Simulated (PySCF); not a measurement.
The system is F2Si, in a box.

```xyz
3
Lattice="11.0000 0.0000 0.0000 0.0000 12.0000 0.0000 0.0000 0.0000 10.0000" Properties=species:S:1:pos:R:3 pbc="T T T"
F     5.7624    7.2446    5.3138
Si    5.0012    5.9514    4.7542
F     6.0248    4.7974    5.1851
```

Base run:

| Item | Value |
| --- | --- |
| Program | PySCF 2.14.0 |
| Functional | PBE |
| Potentials or basis | pob-tzvp-rev2 (all-electron) |
| k mesh | 1 × 1 × 1 |
| Occupations | fixed |
| Spin | no spin polarisation |

Its results: gap between the frontier levels 4.10 eV.

Q: The run is repeated on the same cell with these changes: functional from PBE to BHandHLYP. What comes out?

A: Gap between the frontier levels 8.44 eV.

BHandHLYP gives the wider gap, since exact exchange removes part of the self-interaction.

Caveats: this is a molecule in a periodic box at the Γ point, so its band gap is the HOMO-LUMO gap; the basis of atomic orbitals isn't converged, which shifts pressures, moduli and gaps.

